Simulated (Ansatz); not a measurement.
# GaSiH4F (SMILES [F][GaH][SiH3]) at wB97X/def2-SVP

Aim: the electronic atomisation energy of GaSiH4F at wB97X/def2-SVP, from 5 runs. 

The results are computed with Ansatz 0.2.0.

64 further runs of the same task are left out: 64 set aside as unsound or not needed.

## Step 1: The structure to begin with

The species is GaSiH4F (7 atoms), meant as a singlet with charge 0. As SMILES, `[F][GaH][SiH3]`. The coordinates come from a PBE0-D4/def2-TZVP relaxation.

Bond lengths: F1–Ga2 1.766 Å, Ga2–Si3 2.406 Å, Ga2–H4 1.565 Å, Si3–H5 1.487 Å, Si3–H6 1.487 Å, Si3–H7 1.487 Å. Angles: F1–Ga2–Si3 112.7°, F1–Ga2–H4 112.3°, Si3–Ga2–H4 135.0°, Ga2–Si3–H5 109.4°, Ga2–Si3–H6 111.2°, Ga2–Si3–H7 109.6°, H5–Si3–H6 108.8°, H5–Si3–H7 108.9°, H6–Si3–H7 108.9°.

## Step 2: The energy at wB97X/def2-SVP

Input file molecule.yaml:

```yaml
crystal:
  periodic: [false, false, false]
  atoms:
    - {symbol: F, position_ang: [0.231600, -2.152100, 1.342200]}
    - {symbol: Ga, position_ang: [0.019100, -0.400000, 1.279300]}
    - {symbol: Si, position_ang: [-0.029700, 0.450800, -0.970800]}
    - {symbol: H, position_ang: [-0.096900, 0.235400, 2.704700]}
    - {symbol: H, position_ang: [-1.196100, -0.125700, -1.691600]}
    - {symbol: H, position_ang: [-0.144400, 1.933400, -0.983000]}
    - {symbol: H, position_ang: [1.216400, 0.058100, -1.680800]}
basis:
  gaussian: {orbitals: def2-SVP}
hamiltonian: {xc: {name: wB97X}}
accuracy: high
output: {orbitals: {seedname: orbitals}}
```

On the command line:

```sh
$ ansatz run molecule.yaml --threads 1 --pin off --max-ram 3480MiB --events-out events.jsonl --progress --plain --runs-dir runs
```

What it wrote:

```text
Warning: RAYON_NUM_THREADS=1 ignored (pool sized by the plan → 1); use --threads N
Functional definition: wB97X
  name "wB97X"
  parameter omega = 0.3/bohr
  parameter cx = 0.157706
  parameter cx1 = 0.726479
  parameter cx2 = 1.04760
  parameter cx3 = -5.70635
  parameter cx4 = 13.2794
  parameter css1 = -4.33879
  parameter css2 = 18.2308
  parameter css3 = -31.7430
  parameter css4 = 17.2901
  parameter cos1 = 2.37031
  parameter cos2 = -11.3995
  parameter cos3 = 6.58405
  parameter cos4 = -3.78132
  exchange = spin_sum(e_x_unif_sr(omega)*poly(b97_u_x, 1 - cx, cx1, cx2, cx3, cx4)) + cx*exact_x_sr(omega)
      + exact_x_lr(omega)
  correlation = spin_sum(e_c_pw_same_spin*poly(b97_u_same, 1, css1, css2, css3, css4))
      + integral(e_c_pw_opposite_spin*poly(b97_u_opposite, 1, cos1, cos2, cos3, cos4))
1714 factors; integrals over basis functions are off by at most 6.6e-9 eV
366 factors; integrals over basis functions are off by at most 2.2e-9 eV
mean field evaluation 1: about -63024.7872 eV, gradient 4.0e1 eV
mean field evaluation 2: about -63023.1025 eV, gradient 5.7e1 eV
mean field evaluation 4: about -63027.6091 eV, gradient 1.6e0 eV
mean field evaluation 8: about -63027.6643 eV, gradient 7.6e-2 eV
mean field evaluation 16: about -63027.6644 eV, gradient 1.1e-5 eV
mean field -63027.66436413 eV, -2316.2239436964 hartree, gradient 2.6e-8 eV, S^2 0.000000; 0 other end points of the search recorded, 0 dependent functions left out
reference -63027.66436073 eV, -2316.2239435714 hartree; 29, 29 occupied and 55, 55 virtual orbitals, 1714 factors
Total energy: -63027.66436073 eV, -2316.2239435714 hartree
```

Wall time 26 s (1 thread of Arm Neoverse V1, shared host); peak memory 0.48 GiB.

## Step 3: The F atom at the same level

Input file molecule.yaml:

```yaml
crystal:
  periodic: [false, false, false]
  atoms:
    - {symbol: F, position_ang: [0.000000, 0.000000, 0.000000]}
basis:
  gaussian:
    orbitals: def2-SVP
total_charge: 0
magnetization:
  spin_polarized: true
  initial_magnetization: 1
hamiltonian:
  xc: {name: wB97X}
accuracy: high
```

Run the same way, it converges to -99.61884 Eh (log not shown).

## Step 4: The Ga atom, same level

Input file molecule.yaml:

```yaml
crystal:
  periodic: [false, false, false]
  atoms:
    - symbol: Ga
      position_ang: [0.000000, 0.000000, 0.000000]
basis:
  gaussian: {orbitals: def2-SVP}
magnetization: {spin_polarized: true, initial_magnetization: 1}
hamiltonian: {xc: {name: wB97X}}
accuracy: high
```

Run the same way, it converges to -1924.59913 Eh (log not shown).

## Step 5: The H atom

Input file in.yaml:

```yaml
crystal:
  periodic: [false, false, false]
  atoms:
    - {symbol: H, position_ang: [0.000000, 0.000000, 0.000000]}
basis:
  gaussian: {orbitals: def2-SVP}
magnetization: {spin_polarized: true, initial_magnetization: 1}
hamiltonian: {xc: {name: wB97X}}
accuracy: high
```

Run the same way, it converges to -0.50060 Eh (log not shown).

## Step 6: The Si atom at the same level

Input file run.yaml:

```yaml
crystal:
  periodic: [false, false, false]
  atoms:
    - symbol: Si
      position_ang: [0.000000, 0.000000, 0.000000]
basis:
  gaussian: {orbitals: def2-SVP}
accuracy: high
magnetization: {spin_polarized: true, initial_magnetization: 2}
hamiltonian: {xc: {name: wB97X}}
```

Run the same way, it converges to -289.26178 Eh (log not shown).

## Step 7: Outcome

At wB97X/def2-SVP:

| quantity | value |
| --- | --- |
| molecule: total energy | -2316.22394 Eh |
| molecule: HOMO energy | -10.24 eV |
| molecule: LUMO energy | 0.07 eV |
| molecule: HOMO–LUMO gap | 10.31 eV |
| F atom: total energy | -99.61884 Eh |
| F atom: ⟨S²⟩ | 0.751 |
| Ga atom: total energy | -1924.59913 Eh |
| Ga atom: ⟨S²⟩ | 0.752 |
| H atom: total energy | -0.50060 Eh |
| H atom: ⟨S²⟩ | 0.750 |
| Si atom: total energy | -289.26178 Eh |
| Si atom: ⟨S²⟩ | 2.004 |
| electronic atomisation energy | 20.185 eV |

**Reading.** Taking the molecule apart into free atoms costs 20.18 eV (465 kcal/mol), before zero-point energy and without spin-orbit coupling.
